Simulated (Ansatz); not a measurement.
# C2H9GaO: small, medium and large basis sets

An exercise on one series of results from a longer session: the logs are not shown, and one member is left open.

The runs use Ansatz 0.2.0, Gaussian basis; one geometry, several basis sets.

Plan: PBE0-D4/def2-SVP; ωB97M-V/def2-SVP; PBE0-D4/def2-QZVPP; ωB97M-V/def2-QZVPP; the functionals' def2-TZVPP values are taken from earlier runs.

**The relaxed structure**

The geometry comes from an earlier relaxation with PBE0-D4 in a triple-zeta def2 set; it is a stationary point, not always the lowest conformer.

SMILES `C[O+](C)[GaH3-]`, 13 atoms, charge 0, spin multiplicity 1.

Atoms are counted from 1 here; the program's logs count them from 0.

Bond lengths: C1–O2 1.419 Å, C1–H5 1.088 Å, C1–H6 1.094 Å, C1–H7 1.095 Å, O2–C3 1.419 Å, O2–Ga4 2.141 Å, C3–H8 1.094 Å, C3–H9 1.095 Å, C3–H10 1.088 Å, Ga4–H11 1.577 Å, Ga4–H12 1.577 Å, Ga4–H13 1.583 Å. Angles: O2–C1–H5 107.2°, O2–C1–H6 109.6°, O2–C1–H7 110.6°, H5–C1–H6 109.9°, H5–C1–H7 109.7°, H6–C1–H7 109.8°, C1–O2–C3 112.7°, C1–O2–Ga4 114.7°, C3–O2–Ga4 114.8°, O2–C3–H8 109.6°, O2–C3–H9 110.6°, O2–C3–H10 107.2°, H8–C3–H9 109.8°, H8–C3–H10 109.9°, H9–C3–H10 109.7°, O2–Ga4–H11 96.8°, O2–Ga4–H12 96.8°, O2–Ga4–H13 96.2° and more.

Set-up of the first run:

The input, in.yaml:

```yaml
crystal:
  periodic: [false, false, false]
  atoms:
    - {symbol: C, position_ang: [-0.127679, 1.208100, -0.820334]}
    - {symbol: O, position_ang: [-0.372667, 0.214585, 0.162865]}
    - {symbol: C, position_ang: [0.361677, 0.433063, 1.357339]}
    - {symbol: Ga, position_ang: [-0.323243, -1.797721, -0.565297]}
    - {symbol: H, position_ang: [-0.748912, 0.967934, -1.681010]}
    - {symbol: H, position_ang: [-0.401107, 2.190618, -0.425734]}
    - {symbol: H, position_ang: [0.927022, 1.206293, -1.114378]}
    - {symbol: H, position_ang: [0.094716, 1.405696, 1.779869]}
    - {symbol: H, position_ang: [1.437920, 0.397004, 1.159166]}
    - {symbol: H, position_ang: [0.089564, -0.360141, 2.050968]}
    - {symbol: H, position_ang: [-1.355284, -1.595673, -1.739840]}
    - {symbol: H, position_ang: [-0.780719, -2.491390, 0.774501]}
    - {symbol: H, position_ang: [1.219014, -1.813169, -0.923314]}
basis:
  gaussian: {orbitals: def2-SVP}
hamiltonian: {xc: pbe0, dispersion: d4}
output: {orbitals: {seedname: orbitals}}
```

Started as:

```sh
> ansatz run in.yaml --threads 4 --pin off --events-out ev --progress --plain --max-ram 10444MiB
```

Among the steps run: PBE0-D4 in def2-SVP; ωB97M-V in def2-SVP; PBE0-D4 in def2-QZVPP; ωB97M-V in def2-QZVPP.

One of the session's tables, all rows but one given; the rest of the session is left out.

| functional | basis | HOMO (eV) | LUMO (eV) |
| --- | --- | --- | --- |
| PBE0-D4 | def2-SVP | ? | ? |
| PBE0-D4 | def2-TZVPP | -7.61 | 0.09 |
| PBE0-D4 | def2-QZVPP | -7.62 | -0.04 |
| ωB97M-V | def2-SVP | -9.73 | 2.05 |
| ωB97M-V | def2-TZVPP | -9.86 | 1.73 |
| ωB97M-V | def2-QZVPP | -9.87 | 1.32 |

Q: Estimate the row for PBE0-D4, def2-SVP from the others.

**Answer.** HOMO (eV): -7.53; LUMO (eV): 0.32. In the column «HOMO (eV)» it is the highest.
